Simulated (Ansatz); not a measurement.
**CH₃F₂InSe: up Jacob's ladder to CCSD(T)**

An exercise on one series of results from a longer session: the logs are not shown, and one member is left open.

Method: functionals in def2-TZVPP, the program's frozen cores in correlated methods; program: Ansatz 0.2.0, Gaussian basis.

The runs, in order: LDA (SPW92), PBE-D4, revPBE-D4, BLYP-D4, r2SCAN-D4, B97M-V, PBE0-D4, B3LYP-D4, r2SCANh-D4, r2SCAN0-D4, HSE06-D4, BHLYP-D4, CAM-B3LYP-D4, LC-ωPBE, ωB97X-V, ωB97M-V, B2PLYP, PBE-QIDH; CCSD(T)/def2-SVP; CCSD(T)/def2-TZVPP; MP2/def2-QZVPP; extrapolation to the limit; RPA on PBE.

### The relaxed structure

An earlier PBE0-D4 in a triple-zeta def2 set relaxation fixed the geometry. In takes the def2 core potential; no spin-orbit term is included.

SMILES `C[Se][In]([F])[F]`, 8 atoms, charge 0, spin multiplicity 1.

Atoms are counted from 1 here; the program's logs count them from 0.

Bond lengths: C1–Se2 1.965 Å, C1–H6 1.086 Å, C1–H7 1.089 Å, C1–H8 1.086 Å, Se2–In3 2.455 Å, In3–F4 1.943 Å, In3–F5 1.933 Å. Angles: Se2–C1–H6 110.7°, Se2–C1–H7 104.9°, Se2–C1–H8 110.7°, H6–C1–H7 109.8°, H6–C1–H8 110.8°, H7–C1–H8 109.8°, C1–Se2–In3 97.4°, Se2–In3–F4 120.3°, Se2–In3–F5 129.0°, F4–In3–F5 110.7°.

Coordinates:

```mol
CH3F2InSe
  3D, bonds by distance, orders not assigned

  8  7  0  0  0  0  0  0  0  0999 V2000
   -0.6274   -0.7632    1.1744 C   0  0
    0.7490    0.6398    1.1736 Se  0  0
    0.8429    0.9915   -1.2547 In  0  0
   -0.2912   -0.0495   -2.4404 F   0  0
    1.9382    2.2237   -2.2638 F   0  0
   -0.2868   -1.6362    0.6251 H   0  0
   -0.7653   -1.0186    2.2238 H   0  0
   -1.5593   -0.3875    0.7620 H   0  0
  1  2  8  0
  2  3  8  0
  3  4  8  0
  3  5  8  0
  1  6  8  0
  1  7  8  0
  1  8  8  0
M  END
```

The first run:

The input, in.yaml:

```yaml
crystal:
  periodic: [false, false, false]
  atoms:
    - {symbol: C, position_ang: [-0.627431, -0.763226, 1.174392]}
    - {symbol: Se, position_ang: [0.749043, 0.639750, 1.173600]}
    - {symbol: In, position_ang: [0.842864, 0.991520, -1.254692]}
    - {symbol: F, position_ang: [-0.291237, -0.049456, -2.440376]}
    - {symbol: F, position_ang: [1.938161, 2.223659, -2.263831]}
    - {symbol: H, position_ang: [-0.286794, -1.636190, 0.625140]}
    - {symbol: H, position_ang: [-0.765298, -1.018601, 2.223795]}
    - {symbol: H, position_ang: [-1.559309, -0.387455, 0.761951]}
basis:
  gaussian: {orbitals: def2-TZVPP}
hamiltonian: {xc: lda}
output: {orbitals: {seedname: orbitals}}
```

Run with:

```console
ansatz run in.yaml --threads 4 --pin off --events-out ev --progress --plain --max-ram 10444MiB
```

Steps of the session up to this table: LDA; PBE-D4 (GGA); revPBE-D4 (GGA); BLYP-D4 (GGA); r2SCAN-D4 (meta-GGA); B97M-V (meta-GGA); B3LYP-D4 (hybrid); r2SCANh-D4 (hybrid); r2SCAN0-D4 (hybrid); HSE06-D4 (hybrid); BHLYP-D4 (hybrid); CAM-B3LYP-D4 (range-separated); LC-ωPBE (range-separated); ωB97X-V (range-separated); ωB97M-V (range-separated); B2PLYP (double hybrid); PBE-QIDH (double hybrid).

One table of the session follows, with a row left open; its other results are not shown here.

It belongs to the step «Frontier levels by functional». 

| functional | HOMO (eV) | LUMO (eV) | gap (eV) |
| --- | --- | --- | --- |
| LDA (SPW92) | -6.60 | -3.66 | 2.94 |
| PBE-D4 | -6.40 | -3.30 | 3.10 |
| revPBE-D4 | -6.34 | -3.17 | 3.17 |
| BLYP-D4 | -6.26 | -3.28 | 2.99 |
| r2SCAN-D4 | -6.67 | -3.11 | 3.56 |
| B97M-V | -6.72 | -3.16 | 3.56 |
| PBE0-D4 | -7.56 | -2.45 | 5.11 |
| B3LYP-D4 | -7.35 | -2.78 | 4.57 |
| r2SCANh-D4 | -7.10 | -2.80 | 4.30 |
| r2SCAN0-D4 | -7.74 | -2.34 | 5.40 |
| HSE06-D4 | -7.16 | -2.82 | 4.34 |
| BHLYP-D4 | ? | ? | ? |
| CAM-B3LYP-D4 | -8.85 | -1.56 | 7.29 |
| LC-ωPBE | -10.15 | -0.24 | 9.91 |
| ωB97X-V | -9.82 | -0.41 | 9.41 |
| ωB97M-V | -9.70 | -0.57 | 9.13 |

Estimate the missing values for BHLYP-D4.

Worked estimate for «HOMO (eV)». Against the share of exact exchange, BLYP-D4 (0, -6.26), B3LYP-D4 (0.2, -7.35) give a slope of -5.45 per unit share; at 0.5 the line stands at -8.98.

The run gave: HOMO (eV): -8.57; LUMO (eV): -1.64; gap (eV): 6.94. In «HOMO (eV)» the line misses by -0.41.
